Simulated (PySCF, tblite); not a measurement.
# C₄H₁₀OSSi: geometry, infrared bands and NMR shifts

Aim: predict the infrared bands and NMR shifts of C₄H₁₀OSSi (`C=CCO[SiH2]SC`).

The runs use tblite 0.8.0 and PySCF 2.14.0, with density-fitted response routines of our own; the level of theory stands in each step. All values are computed, except where a source is named. Atoms are numbered from 0 throughout.

## 1. Starting geometry

17 atoms, charge 0, multiplicity 1; geometry from: force field or distance geometry start.

Bonds of the start (Å): C0–C1 1.34, C1–C2 1.52, C2–O3 1.38, O3–Si4 1.69, Si4–S5 2.14, S5–C6 1.79, C0–H7 1.10, C0–H8 1.09, C1–H9 1.05, C2–H10 1.12, C2–H11 1.11, Si4–H12 1.45, Si4–H13 1.48, C6–H14 1.10, C6–H15 1.11, C6–H16 1.13.

## 2. Relaxing the molecule with GFN2-xTB

The job: settings as JSON, then the geometry in Å.

```
{"job": {"kind": "relax", "xc": "GFN2-xTB", "basis": "xTB"}, "charge": 0, "multiplicity": 1}
C     -2.406500     1.149400     0.968700
C     -2.320700     0.769500    -0.318200
C     -1.236100    -0.229400    -0.676900
O     -0.593800    -0.482000     0.515500
Si     0.680500    -1.592300     0.419100
S      2.515700    -0.691600     1.050300
C      3.009900     0.533500    -0.164700
H     -3.203000     1.879000     1.195600
H     -1.740000     0.766700     1.738900
H     -2.983100     1.147700    -1.040700
H     -0.599300     0.344100    -1.401000
H     -1.689400    -1.131700    -1.147400
H      0.738200    -2.177300    -0.903500
H      0.441200    -2.683500     1.383100
H      2.236700     0.570500    -0.948700
H      3.967800     0.292100    -0.680300
H      3.174900     1.547300     0.299200
```

Launch:

```
OMP_NUM_THREADS=1 python probes_run.py task.json out
```

The driver reads the jobs from task.json and runs them one after another.

**Question.** This job is followed by: GFN2-xTB harmonic vibrations, gas phase; GIAO PBE0/pcSseg-1 NMR shielding, non-relativistic, gas phase. What will the session give for the following? strongest single infrared mode (GFN2-xTB); zero-point energy (GFN2-xTB); ¹³C shifts against TMS (PBE0/pcSseg-1); ¹H shifts against TMS (PBE0/pcSseg-1, means over atoms taken as alike); ¹⁷O shifts against H2O (PBE0/pcSseg-1); ²⁹Si shifts against TMS (PBE0/pcSseg-1); ³³S shifts against CS2 (PBE0/pcSseg-1).

As calculated:

| quantity | value |
| --- | --- |
| strongest single infrared mode (GFN2-xTB) | 751 cm⁻¹, 364 km/mol |
| zero-point energy (GFN2-xTB) | 80.8 kcal/mol |
| ¹³C shifts against TMS (PBE0/pcSseg-1) | 142.3, 119.9, 68.4, 11.5 ppm |
| ¹H shifts against TMS (PBE0/pcSseg-1, means over atoms taken as alike) | 5.99, 5.94, 5.66, 5.31, 4.62, 2.21 ppm |
| ¹⁷O shifts against H2O (PBE0/pcSseg-1) | 12.6 ppm |
| ²⁹Si shifts against TMS (PBE0/pcSseg-1) | -18.8 ppm |
| ³³S shifts against CS2 (PBE0/pcSseg-1) | -193 ppm |

**Reading.** Relaxing lowered the energy by 0.816 eV in 121 steps; the close pair that moved most is O3–Si4, from 1.693 to 1.617 Å. All 45 modes are real, so the xTB geometry is a minimum. The strongest single mode, at 751 cm⁻¹, moves mainly H12 and H13. Unscaled tight-binding wavenumbers are off by several per cent, some by more. Its intensities can rank the bands wrongly. C1 (alkene CH) lies farthest downfield among carbon, at 142.3 ppm; the olefinic region. The most deshielded hydrogen is H9 (hydrogen on an alkene CH), at 5.99 ppm: attached to an sp2 carbon and in the plane of the double bond. At PBE0/pcSseg-1: The largest span, 263 ppm, is at S5, where the paramagnetic term is -362 ppm.
